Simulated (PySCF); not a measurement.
# F2Pb (Pb(F)22+): the cost of one run

Program: PySCF 2.14.0. Level of theory: several levels, as the steps say, no spin–orbit coupling. These are calculated values, not measurements.

1 further run of the same task is left out (for a known fault of the program).

## 1. The system as given

3 atoms, charge 2, spin multiplicity 1.

Bond lengths: Pb1–F2 1.938 Å, Pb1–F3 1.938 Å. Angles: F2–Pb1–F3 180.0°.

As a file:

```xyz
3
F2Pb
Pb    0.00000    0.00000    0.38820
F     1.93757    0.00000    0.38888
F    -1.93757    0.00000    0.38888
```

Formal oxidation states: Pb +4. An earlier session relaxed this geometry at PBE0, Pb def2-SVP with ECP60, F def2-SVP (singlet, point group D∞h).

At PBE0 on the finer grid: E = -391.176100 Eh, HOMO -26.29 eV, LUMO -20.96 eV, Mulliken charge on Pb1 +2.09 e, largest force component 0.014 eV/Å. 

Levels to run: wB97X; TPSSh; PBE0, TZVP. Hardware: 2 threads of Arm Neoverse V2, shared host.

## 2. wB97X

The input, run.py (the lines that set the calculation):

```python
mol = gto.M(atom='''
Pb     0.00000     0.00000     0.38820
F      1.93757     0.00000     0.38888
F     -1.93757     0.00000     0.38888''',
    basis={'Pb': 'def2-SVP', 'F': 'def2-SVP'},
    ecp={'Pb': 'def2-SVP'},
    charge=2, spin=0)
mf = dft.RKS(mol, xc='WB97X')
mf.grids.atom_grid = (75, 302)
mf = mf.density_fit()  # fitting sets: Pb def2-universal-JKFIT, F def2-universal-JKFIT
mf.conv_tol = 1e-08; mf.max_cycle = 55
mf.kernel(dm0)  # dm0: the density of the relaxed state
```

The run is started by

```bash
OMP_NUM_THREADS=2 python run.py
```

**Question.** How long does this run take on 2 threads of Arm Neoverse V2, shared host?

About 1.2 s.
